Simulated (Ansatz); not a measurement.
# WS2: the cost of one run

Program: Ansatz 0.2.0. Level of theory: DFT PBE+D3(BJ), scalar-relativistic, plane waves, PAW. These are calculated values, not measurements.

The COD entry's cell or inner coordinates are ideal or old and differ from later refinements, so a difference from it is no clean test against experiment.

2 further runs of the same task are left out: 2 set aside as unsound or not needed.

### Step 1. The structure to begin with

The structure is hexagonal, space group P6_3/mmc (No. 194). Conventional cell: a = 3.154 Å, b = 3.154 Å, c = 12.140 Å, α = 90.00°, β = 90.00°, γ = 120.00°. W (site symmetry -6m2) is surrounded by 6 S at 2.41 Å. Around S (site symmetry 3m) lie 3 W at 2.41 Å.

Structure file:

```cif
data_structure
_symmetry_space_group_name_H-M 'P 1'
_symmetry_Int_Tables_number 1
_cell_length_a 3.1542
_cell_length_b 3.1542
_cell_length_c 12.1399
_cell_angle_alpha 90.000
_cell_angle_beta 90.000
_cell_angle_gamma 120.000
_cell_volume 104.60
loop_
_atom_site_label
_atom_site_type_symbol
_atom_site_fract_x
_atom_site_fract_y
_atom_site_fract_z
_atom_site_occupancy
W1 W 0.33333 0.66667 0.25000 1
W2 W 0.66667 0.33333 0.75000 1
S1 S 0.33333 0.66667 0.62029 1
S2 S 0.66667 0.33333 0.12029 1
S3 S 0.33333 0.66667 0.87971 1
S4 S 0.66667 0.33333 0.37971 1
```

This cell was relaxed beforehand with the same method: volume 17.43 Å³/atom, gap on the mesh 0.89 eV.

### Step 2. The slab

Planes are indexed in the bulk's conventional cell (P6_3/mmc (No. 194)), a = 3.154 Å, b = 3.154 Å, c = 12.140 Å, α = 90.00°, β = 90.00°, γ = 120.00°.

A (001) slab, 27.4 Å thick as cut, with 17 Å of vacuum; its outer planes are S (top) and S (bottom).

The slab as cut. Its planes from the bottom up:

| plane | atoms per cell | height over the lowest (Å) |
| --- | --- | --- |
| 1 | S | 0.00 |
| 2 | W | 1.57 |
| 3 | S | 3.15 |
| 4 | S | 6.07 |
| 5 | W | 7.64 |
| 6 | S | 9.22 |
| 7 | S | 12.14 |
| 8 | W | 13.71 |
| 9 | S | 15.29 |
| 10 | S | 18.21 |
| 11 | W | 19.78 |
| 12 | S | 21.36 |
| 13 | S | 24.28 |
| 14 | W | 25.85 |
| 15 | S | 27.43 |

### Step 3. Relaxing the clean slab

input.yaml

```yaml
crystal:
  lattice:
    - [3.1542063715, 0.0, 0.0]
    - [-1.5771031858, 2.7316228465, 0.0]
    - [0.0, 0.0, 44.4292016875]
  atoms:
    - { symbol: S, position: [0.3333333333, 0.6666666667, 0.191315614] }
    - { symbol: W, position: [0.6666666667, 0.3333333333, 0.2267584925] }
    - { symbol: S, position: [0.3333333333, 0.6666666667, 0.2622013711] }
    - { symbol: S, position: [0.6666666667, 0.3333333333, 0.3279363677] }
    - { symbol: W, position: [0.3333333333, 0.6666666667, 0.3633792463] }
    - { symbol: S, position: [0.6666666667, 0.3333333333, 0.3988221248] }
    - { symbol: S, position: [0.3333333333, 0.6666666667, 0.4645571214] }
    - { symbol: W, position: [0.6666666667, 0.3333333333, 0.5] }
    - { symbol: S, position: [0.3333333333, 0.6666666667, 0.5354428786] }
    - { symbol: S, position: [0.6666666667, 0.3333333333, 0.6011778752] }
    - { symbol: W, position: [0.3333333333, 0.6666666667, 0.6366207537] }
    - { symbol: S, position: [0.6666666667, 0.3333333333, 0.6720636323] }
    - { symbol: S, position: [0.3333333333, 0.6666666667, 0.7377986289] }
    - { symbol: W, position: [0.6666666667, 0.3333333333, 0.7732415075] }
    - { symbol: S, position: [0.3333333333, 0.6666666667, 0.808684386] }
basis:
  ecutwfc: 420
kpoints:
  mp_grid: { grid: [9, 9, 1] }
hamiltonian:
  xc: pbe
  dispersion: d3bj
scf:
  occupations: { method: gaussian, width: 0.05 }
output:
  forces: true
  eigenvalues: true
relax:
  adjacent_minimum: "off"
  f_tol: 0.03
  max_steps: 70
  constraints: [{ sites: [0, 1, 2, 3, 4, 5, 6] }]
efield:
  axis: 3
  dipole_correction: true
  ramp_width: 0.04
```

Command:

```bash
$ ansatz run input.yaml --threads 4 --pin off --max-ram 10240MiB --backend cpu --events-out ev --progress --plain --runs-dir out
```

**Question.** How long does this run take on 4 threads of AMD EPYC 9R45 (Zen 5), shared host, and how much memory does it need?

About 18 s, with a peak of 1.1 GiB.
